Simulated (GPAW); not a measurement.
# Mg6SiB (Amm2) in GPAW: single point with LDA

Aim: the single point of Mg6SiB with LDA.

All numbers are computed with GPAW 26.7.0; they aren't measurements. Logs are shortened: lines on timing, memory, paths and dates and some standing lists are left out, and cuts for length are marked. The log counts tension as positive stress, the text compression.

## (1) Starting point

Symmetry: Amm2, No. 38, orthorhombic system. Conventional cell: a = 3.976 Å, b = 7.783 Å, c = 9.876 Å, α = 90.00°, β = 90.00°, γ = 90.00°. Si (site symmetry mm2) is surrounded by 8 Mg at 2.69 to 3.04 Å. Mg (site symmetry mm2) is surrounded by 2 Si at 2.76 Å and 8 Mg at 3.03 to 3.16 Å. Mg (site symmetry m) is surrounded by 1 B at 2.56 Å and 2 Si at 2.69 Å. Mg (site symmetry mm2) is surrounded by 2 B at 2.46 Å. Around Mg (site symmetry m) lie 2 B at 2.69 Å and 2 Mg at 2.88 to 2.92 Å and 1 Si at 3.04 Å. B (site symmetry mm2) is surrounded by 8 Mg at 2.46 to 2.69 Å.

The cell comes from a database or a generator and needn't be the stable form of this composition.

## (2) Single point, LDA

File run.py:

```python
from ase import Atoms
from ase.dft.bandgap import bandgap
from ase.io import write
from ase.units import GPa
from gpaw import GPAW, PW

atoms = Atoms(['Si', 'Mg', 'Mg', 'Mg', 'Mg', 'Mg', 'Mg', 'B'],
              cell=[[3.975708, 0.0, 0.0],
                    [0.0, 3.89167, 4.938007],
                    [0.0, -3.89167, 4.938007]],
              scaled_positions=[[0.0, 0.946496, 0.946496],
                                [0.5, 0.140363, 0.140363],
                                [0.5, 0.102227, 0.663645],
                                [0.5, 0.663645, 0.102227],
                                [0.0, 0.371365, 0.371365],
                                [0.0, 0.444203, 0.813606],
                                [0.0, 0.813606, 0.444203],
                                [0.5, 0.518093, 0.518093]],
              pbc=True)

calc = GPAW(mode=PW(800),
            xc='LDA',
            kpts={'size': (7, 5, 5), 'gamma': True},
            occupations={'name': 'methfessel-paxton', 'order': 0, 'width': 0.1},
            nbands=54,
            convergence={'density': 1e-05, 'energy': 1e-05},
            maxiter=150,
            txt='gpaw.txt')
atoms.calc = calc
energy = atoms.get_potential_energy()
forces = atoms.get_forces()
stress = atoms.get_stress()
calc.write('gs.gpw')
write('result.traj', atoms)
print(f'Energy: {energy:.6f} eV')
print('Forces (eV/A):')
print(forces.round(4))
print('Stress (GPa):', (stress / GPa).round(3))
print('Fermi level:', round(calc.get_fermi_level(), 4), 'eV')
print(f'Gap: {bandgap(calc)[0]:.4f} eV, direct: {bandgap(calc, direct=True)[0]:.4f} eV')
```

Potentials or basis: the program's PAW data sets (release 1.2.1) made for this functional, pw.

Started as:

```
$ OMP_NUM_THREADS=1 python run.py
```

gpaw.txt:

```text
__  _  _
 | _ |_)|_||  |
 |__||  | ||/\| - 26.7.0

Input parameters:
  mode=PW(ecut=800.0),
  convergence={'density': 1e-05, 'energy': 1e-05},
  kpts=MonkhorstPack(size=(7, 5, 5), gamma=True),
  maxiter=150,
  nbands=54,
  occupations=Occupations(name='methfessel-paxton', order=0, width=0.1),
  xc=XC(name='LDA')

Diagonalizing LCAO Hamiltonian
Converting LCAO to pw mode

         Si

         Mg

        Mg   B
               Mg
         Mg
            Mg

             Mg

Atoms  # Å, Bohr magnetons
|   | symbol |        x |         y |        z |    initial magnetic moments |
|---|--------|----------|-----------|----------|-----------------------------|
| 0 |     Si | 0.000000 | -0.000000 | 9.347608 | ( 0.0000,  0.0000,  0.0000) |
| 1 |     Mg | 1.987854 |  0.000000 | 1.386227 | ( 0.0000,  0.0000,  0.0000) |
| 2 |     Mg | 1.987854 | -2.184854 | 3.781881 | ( 0.0000,  0.0000,  0.0000) |
| 3 |     Mg | 1.987854 |  2.184854 | 3.781881 | ( 0.0000,  0.0000,  0.0000) |
| 4 |     Mg | 0.000000 |  0.000000 | 3.667606 | ( 0.0000,  0.0000,  0.0000) |
| 5 |     Mg | 0.000000 | -1.437595 | 6.211070 | ( 0.0000,  0.0000,  0.0000) |
| 6 |     Mg | 0.000000 |  1.437595 | 6.211070 | ( 0.0000,  0.0000,  0.0000) |
| 7 |      B | 1.987854 | -0.000000 | 5.116694 | ( 0.0000,  0.0000,  0.0000) |

Unit cell  # Å
| periodic |        x |         y |        z |  lengths |    angles |
|----------|----------|-----------|----------|----------|-----------|
|      yes | 3.975708 |  0.000000 | 0.000000 | 3.975708 | 76.483671 |
|      yes | 0.000000 |  3.891670 | 4.938007 | 6.287210 | 90.000000 |
|      yes | 0.000000 | -3.891670 | 4.938007 | 6.287210 | 90.000000 |

Number of symmetries: 4
Symmetry operations  # r_c * U_cc + t_c -> r_c
|   | kind |            matrix            |
|---|------|------------------------------|
| 0 |  E   |  1, 0, 0,  0, 1, 0,  0, 0, 1 |
| 1 |  σ   |  1, 0, 0,  0, 0, 1,  0, 1, 0 |
| 2 |  σ   | -1, 0, 0,  0, 1, 0,  0, 0, 1 |
| 3 |  C2  | -1, 0, 0,  0, 0, 1,  0, 1, 0 |

BZ-sampling:
  Number of BZ points: 175
  Number of IBZ points: 36

  Monkhorst-Pack size: [7, 5, 5]
  Monkhorst-Pack shift: [0, 0, 0]

K-points  # in reciprocal-cell coordinates
|     |                                coordinates |     weight |
|-----|--------------------------------------------|------------|
|   0 | (  0.00000000,   0.00000000,   0.00000000) | 0.00571429 |
|   1 | (  0.00000000,   0.20000000,  -0.20000000) | 0.01142857 |
|   2 | (  0.00000000,   0.20000000,   0.00000000) | 0.02285714 |
|   3 | (  0.00000000,   0.20000000,   0.20000000) | 0.01142857 |
|   4 | (  0.00000000,   0.40000000,  -0.40000000) | 0.01142857 |
|   5 | (  0.00000000,   0.40000000,  -0.20000000) | 0.02285714 |
|   6 | (  0.00000000,   0.40000000,   0.00000000) | 0.02285714 |
|   7 | (  0.00000000,   0.40000000,   0.20000000) | 0.02285714 |
|   8 | (  0.00000000,   0.40000000,   0.40000000) | 0.01142857 |
|   9 | (  0.14285714,   0.00000000,   0.00000000) | 0.01142857 |
| ... |                                            |            |
|  35 | (  0.42857143,   0.40000000,   0.40000000) | 0.02285714 |

Plane wave coefficients: 7885
Cutoff: 800.0 eV

Spin-components: 1 (collinear spins)
Bands:           54
Projectors:      40
Spin-degeneracy: 2
Datatype:        complex128

Parallelization:
  kpt:    1
  domain: 1
  band:   1

Density:
  Valence electrons: 67.0
  Components: 1
  Grid points: [27 42 42]
  Charge: 0.0  # |e|

Potential:
  Grid points: [27 42 42]

species:
  Si:
    name:    Silicon
    Z:       14.0
    valence: 4
    core:    10
    charge:  0.0  # [|e|]
    compensation charges:
      type: gauss
      rc: 0.33  # [Å]
      lmax: 2
    cutoffs:
      filter: 1.86  # [Å]
      core: 2.06  # [Å]
    projectors
    | kind |    occ | energy [eV] | rcut [Å] |
    |------|--------|-------------|----------|
    |   3s |  2.000 |     -10.878 |    1.058 |
    |   3p |  2.000 |      -4.162 |    1.058 |
    |    s |        |      16.334 |    1.058 |
    |    p |        |      23.049 |    1.058 |
    |    d |        |       0.000 |    1.058 |

    Using partial waves for Si as LCAO basis

  Mg:
    name:    Magnesium
    Z:       12.0
    valence: 10
    core:    2
    charge:  0.0  # [|e|]
    compensation charges:
      type: gauss
      rc: 0.33  # [Å]
      lmax: 2
    cutoffs:
      filter: 1.86  # [Å]
      core: 0.54  # [Å]
    projectors
    | kind |    occ | energy [eV] | rcut [Å] |
    |------|--------|-------------|----------|
    |   2s |  2.000 |     -79.291 |    1.090 |
    |   3s |  2.000 |      -4.782 |    1.090 |
    |   2p |  6.000 |     -46.725 |    1.085 |
    |   3p |  0.000 |      -1.374 |    1.085 |
    |    d |        |       0.000 |    1.037 |

    Using partial waves for Mg as LCAO basis

  B:
    name:    Boron
    Z:       5.0
    valence: 3
    core:    2
    charge:  0.0  # [|e|]
    compensation charges:
      type: gauss
      rc: 0.20  # [Å]
      lmax: 2
    cutoffs:
      filter: 1.14  # [Å]
      core: 1.42  # [Å]
    projectors
    | kind |    occ | energy [eV] | rcut [Å] |
    |------|--------|-------------|----------|
    |   2s |  2.000 |      -9.383 |    0.635 |
    |   2p |  1.000 |      -3.714 |    0.635 |
    |    s |        |      17.828 |    0.635 |
    |    p |        |      23.498 |    0.635 |
    |    d |        |       0.000 |    0.635 |

    Using partial waves for B as LCAO basis

Reference energy: -41084.707567  # eV

eigensolver:
  PPCG
  Converge bands: occupied
  niter=2

density mixing:
  MSR1-Mixer
  Pratt-step length: 0.05
  Maximum mixing coefficient: 0.75
  Old densities: 10
  SVD Regularization: 0.005
  Good broyden scale: 1.0
  Trust region scale: 1.0
  Backstep threshold: 4.0
  History deletion threshold: 6.0
  Fourier metric: weight=20.0, sigma=0.015

occupation numbers:
  Methfessel-Paxton:
    width: 0.1000  # eV
    order: 0

poisson solver:
  ecut: 6400.0  # eV

xc functional:
  name: None

convergence criteria:
- Maximum integral of absolute [dens]ity change: 1e-05 electrons / valence electron
- Maximum [total energy] change in last 3 cyles: 1e-05 eV / valence electron
- Maximum integral of absolute [eigenst]ate change: 4e-08 eV^2 / valence electron
maximum number of iterations: 150

SCF iterations
|iter     | |      energy | eigst |  dens |
|---------|-|-------------|-------|-------|
|iter:   1| |  -25.215990 | +0.29 |       |
|iter:   2| |  -24.602297 | -1.71 | -1.18 |
|iter:   3| |  -23.360546 | -1.57 | -1.25 |
|iter:   4| |  -23.329441 | -2.86 | -1.68 |
|iter:   5| |  -23.324383 | -3.01 | -1.91 |
|iter:   6| |  -23.324596 | -4.15 | -2.66 |
|iter:   7| |  -23.323520 | -4.79 | -2.86 |
|iter:   8| |  -23.323494 | -6.11 | -3.53 |
|iter:   9| |  -23.323497c| -6.95 | -4.01 |
|iter:  10| |  -23.323497c| -7.73c| -4.40 |
|iter:  11| |  -23.323497c| -8.11c| -5.02c|

Converged in 11 steps
Energy contributions relative to reference atoms: (reference = -41084.707567)

Energy contributions:
  Kinetic:          -3.176304
  Coulomb:          12.806652
  Zero:             -0.477956
  External:          0.000000
  Xc:              -32.468128
  Entropy:          -0.015521
  Spinorbit:         0.000000
  ----------------------------
  Free energy:     -23.331257
  Extrapolated:    -23.323497

dipole moment: (-25.997914, -0.000000, 6.902098)  # |e|*Ang

Fermi level: 4.150
Eigenvalues  # (at kpt = [0.000, 0.000, 0.000])
| band index |      eig [eV] | occ [0-2] |
|------------|---------------|-----------|
|          0 |       -71.231 |     2.000 |
|        ... |               |           |
|         25 |        -2.767 |     2.000 |
|         26 |        -0.246 |     2.000 |
|         27 |         0.345 |     2.000 |
|         28 |         1.182 |     2.000 |
|         29 |         1.563 |     2.000 |
|         30 |         1.935 |     2.000 |
[... 8 lines left out ...]
|         39 |         8.515 |     0.000 |
|         40 |         9.168 |     0.000 |
|        ... |               |           |
|         53 |        13.492 |     0.000 |

No gap
No difference between direct/indirect transitions

Forces  # eV/Ang
|        x |        y |        z |
|----------|----------|----------|
|  0.00000 | -0.00000 |  0.12868 |  # Si   0
|  0.00000 |  0.00000 |  0.00016 |  # Mg   1
|  0.00000 |  0.05067 |  0.05277 |  # Mg   2
| -0.00000 | -0.05067 |  0.05277 |  # Mg   3
|  0.00000 |  0.00000 |  0.07438 |  # Mg   4
|  0.00000 | -0.00350 | -0.10565 |  # Mg   5
|  0.00000 |  0.00350 | -0.10565 |  # Mg   6
|  0.00000 |  0.00000 | -0.09742 |  # B    7

Stress tensor  # eV/Ang^3
|        x |        y |        z |
|----------|----------|----------|
| 0.018640 | 0.000000 | 0.000000 |
| 0.000000 | 0.016368 | 0.000000 |
| 0.000000 | 0.000000 | 0.021054 |

# Writing to gs.gpw (mode='')
```

Run time: 4.7 min. Hardware: 1 thread of Arm Neoverse V2, shared host; peak memory 0.56 GiB.

Results:

```yaml
Free_energy: -23.3313 eV
Pressure: -3.0 GPa
Largest_force: 0.129 eV/Å
Band_gap_on_the_k_mesh: none (metal or under the smearing width)
```

Forces on the atoms (eV/Å):
```
Si   0.000  0.000  0.129
Mg   0.000  0.000  0.000
Mg   0.000  0.051  0.053
Mg   0.000 -0.051  0.053
Mg   0.000  0.000  0.074
Mg   0.000 -0.004 -0.106
Mg   0.000  0.004 -0.106
B    0.000  0.000 -0.097
```
